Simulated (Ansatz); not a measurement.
# Zr4B: the cost of one run

Method: DFT PBE, scalar-relativistic, plane waves, PAW, in Ansatz 0.2.0.

## 1. Starting point

It takes space group Cmmm (No. 65, orthorhombic). Conventional cell: a = 6.615 Å, b = 6.946 Å, c = 2.970 Å, α = 90.00°, β = 90.00°, γ = 90.00°. Around Zr (site symmetry m2m) lie 2 B at 1.98 Å. Zr (site symmetry 2mm) has 1 B at 1.89 Å as nearest neighbours. B (site symmetry mmm) has 6 Zr at 1.89 to 1.98 Å as nearest neighbours.

As a file:

```cif
data_structure
_symmetry_space_group_name_H-M 'Cmmm'
_symmetry_Int_Tables_number 65
_cell_length_a 6.6149
_cell_length_b 6.9461
_cell_length_c 2.9700
_cell_angle_alpha 90.000
_cell_angle_beta 90.000
_cell_angle_gamma 90.000
_cell_volume 136.47
loop_
_atom_site_label
_atom_site_type_symbol
_atom_site_symmetry_multiplicity
_atom_site_Wyckoff_symbol
_atom_site_fract_x
_atom_site_fract_y
_atom_site_fract_z
_atom_site_occupancy
Zr1 Zr 4 j 0.50000 0.68940 0.50000 1
Zr2 Zr 4 g 0.28520 0.00000 0.00000 1
B1 B 2 a 0.00000 0.00000 0.00000 1
```

Recipe of the guess: species swapped into a database cell of OsCl4 (Cmmm, No. 65), with B on the Os sites and Zr on the Cl sites. The dimensions are guesses.

## 2. The guess as it stands, on a coarse mesh

input.yaml reads:

```yaml
crystal:
  lattice:
    - [3.30747096, -3.47307406, 0.0]
    - [3.30747096, 3.47307406, 0.0]
    - [0.0, 0.0, 2.97000796]
  atoms:
    - { symbol: Zr, position: [0.81059999, 0.18940001, 0.5] }
    - { symbol: Zr, position: [0.18940001, 0.81059999, 0.5] }
    - { symbol: Zr, position: [0.2852, 0.2852, 0.0] }
    - { symbol: Zr, position: [0.7148, 0.7148, 0.0] }
    - { symbol: B, position: [0.0, 0.0, 0.0] }
basis:
  ecutwfc: 420
kpoints:
  mp_grid: { grid: [4, 4, 6] }
hamiltonian:
  xc: pbe
scf:
  occupations: { method: gaussian, width: 0.1 }
  lower_state_search: "off"
output:
  forces: true
  stress: true
  eigenvalues: true
```

On the command line:

```sh
ansatz run input.yaml --threads 1 --pin off --max-ram 2560MiB --backend cpu --events-out ev --progress --plain --runs-dir out
```

Q: Estimate wall time and peak memory on 1 thread of Intel Xeon Platinum 8259CL at 2.50GHz (Skylake/Cascade Lake), shared host.

About 3.6 s, with a peak of 0.41 GiB.
